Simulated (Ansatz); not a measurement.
# Li7Be8H24: the cost of one run

Method: DFT PBEsol, plane waves, PAW, scalar-relativistic, no spin polarisation, in Ansatz 0.2.0.

A COD entry behind a cell of this session may itself be a prediction, so a difference from it is no test against experiment.

**1. The starting structure**

The cell holds 39 atoms (Be8H24Li7): a = 7.690 Å, b = 6.327 Å, c = 7.763 Å, α = 65.23°, β = 48.34°, γ = 66.43°.

Its coordinates follow in the input file.

**2. Run 1**

200 steps of 0.5 fs under a Langevin thermostat at 1500 K.

input.yaml reads:

```yaml
accuracy: low
crystal:
  lattice:
    - [0.0, 6.2993, 4.4104]
    - [4.5361, 0.0, 4.4104]
    - [4.5361, 6.2993, 0.0]
  atoms:
    - { symbol: Li, position: [0.39485, 0.09485, 0.35515] }
    - { symbol: Li, position: [0.59485, 0.39485, 0.65515] }
    - { symbol: Li, position: [0.90515, 0.10515, 0.84485] }
    - { symbol: Li, position: [0.10515, 0.40515, 0.14485] }
    - { symbol: Be, position: [0.25, 0.25, 0.75] }
    - { symbol: Be, position: [0.75, 0.25, 0.25] }
    - { symbol: Be, position: [0.0, 0.0, 0.5] }
    - { symbol: Be, position: [0.5, 0.0, 0.0] }
    - { symbol: H, position: [0.2728, 0.0167, 0.6916] }
    - { symbol: H, position: [0.0167, 0.7728, 0.0189] }
    - { symbol: H, position: [0.2689, 0.9416, 0.2667] }
    - { symbol: H, position: [0.4416, 0.2689, 0.0228] }
    - { symbol: H, position: [0.2272, 0.4833, 0.8084] }
    - { symbol: H, position: [0.4833, 0.7272, 0.4811] }
    - { symbol: H, position: [0.2311, 0.5584, 0.2333] }
    - { symbol: H, position: [0.0584, 0.2311, 0.4772] }
    - { symbol: H, position: [0.8485, 0.582, 0.4015] }
    - { symbol: H, position: [0.582, 0.3485, 0.168] }
    - { symbol: H, position: [0.918, 0.1515, 0.332] }
    - { symbol: H, position: [0.6515, 0.918, 0.0985] }
    - { symbol: Li, position: [0.89485, 0.59485, 0.85515] }
    - { symbol: Li, position: [0.09485, 0.89485, 0.15515] }
    - { symbol: Li, position: [0.60515, 0.90515, 0.64485] }
    - { symbol: Be, position: [0.75, 0.75, 0.25] }
    - { symbol: Be, position: [0.25, 0.75, 0.75] }
    - { symbol: Be, position: [0.5, 0.5, 0.0] }
    - { symbol: Be, position: [0.0, 0.5, 0.5] }
    - { symbol: H, position: [0.7728, 0.5167, 0.1916] }
    - { symbol: H, position: [0.5167, 0.2728, 0.5189] }
    - { symbol: H, position: [0.7689, 0.4416, 0.7667] }
    - { symbol: H, position: [0.9416, 0.7689, 0.5228] }
    - { symbol: H, position: [0.7272, 0.9833, 0.3084] }
    - { symbol: H, position: [0.9833, 0.2272, 0.9811] }
    - { symbol: H, position: [0.7311, 0.0584, 0.7333] }
    - { symbol: H, position: [0.5584, 0.7311, 0.9772] }
    - { symbol: H, position: [0.3485, 0.082, 0.9015] }
    - { symbol: H, position: [0.082, 0.8485, 0.668] }
    - { symbol: H, position: [0.418, 0.6515, 0.832] }
    - { symbol: H, position: [0.1515, 0.418, 0.5985] }
basis:
  ecutwfc: 420.0
kpoints:
  mp_grid: { grid: [2, 2, 2] }
hamiltonian:
  xc: pbesol
scf:
  occupations: { method: fermi_dirac, width: 0.05 }
  lower_state_search: "off"
md:
  timestep: 0.5
  n_steps: 200
  ensemble: nvt_langevin
  temperature: 1500.0
  initial_velocities: maxwell_boltzmann
  seed: 640267
  friction: 0.02
```

Started as:

```console
$ ansatz run input.yaml --threads 1 --pin off --max-ram 3072MiB --backend cpu --events-out ev --progress --plain --runs-dir out
```

**Question.** How long does this run take on 1 thread of Arm Neoverse V1, shared host, and how much memory does it need?

About 15 min, with a peak of 0.61 GiB.
